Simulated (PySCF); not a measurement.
# CuH9N2Si2 (Cu(NH3)(N(SiH3)2)): the cost of one run

Programs: PySCF 2.14.0, with density-fitted response routines of our own. Each step states its level of theory. These are calculated values for one molecule in the gas phase, unless marked as measured. Atoms count from 0, in the outputs and in this text.

**1. Starting geometry**

14 atoms, charge 0, multiplicity 1; geometry from: GFN2-xTB. The atoms were then displaced at random by about 0.03 Å, so the start is not that level's minimum.

Bonds of the start (Å): Cu0–N1 1.91, Cu0–N5 1.87, N1–H2 1.05, N1–H3 1.10, N1–H4 1.02, N5–Si6 1.70, N5–Si7 1.72, Si6–H8 1.41, Si6–H9 1.49, Si6–H10 1.50, Si7–H11 1.48, Si7–H12 1.46, Si7–H13 1.37.

**2. Geometry optimisation at PBE0-D3(BJ)/def2-SVP**

Job settings and geometry (Å):

```
{"job": {"xc": "PBE0", "basis": "def2-SVP", "d3": "d3bj", "grid": 1, "maxiter": 40, "shake": 0.03, "kind": "geom"}, "charge": 0, "multiplicity": 1}
Cu     0.056420    -0.078260     1.199000
N     -0.030040    -0.028310     3.105270
H     -1.032840     0.058960     3.411940
H      0.637910     0.776360     3.439150
H      0.382460    -0.909990     3.401940
N     -0.006600     0.019610    -0.668970
Si     0.051830     1.470830    -1.551750
Si     0.036390    -1.445180    -1.576000
H      1.197520     1.610330    -2.365520
H      0.042080     2.578270    -0.548570
H     -1.193420     1.626420    -2.377240
H     -1.174940    -1.576850    -2.408690
H     -0.114090    -2.545050    -0.621900
H      1.127900    -1.600940    -2.395430
```

Started as:

```bash
> OMP_NUM_THREADS=1 python probes_run.py task.json out
```

The driver reads the jobs from task.json and runs them one after another.

Q: Estimate the wall time and peak memory of this first job on 1 thread of Intel Xeon at 2.50GHz, shared host.

About 3.4 min, with a peak of 0.55 GiB.
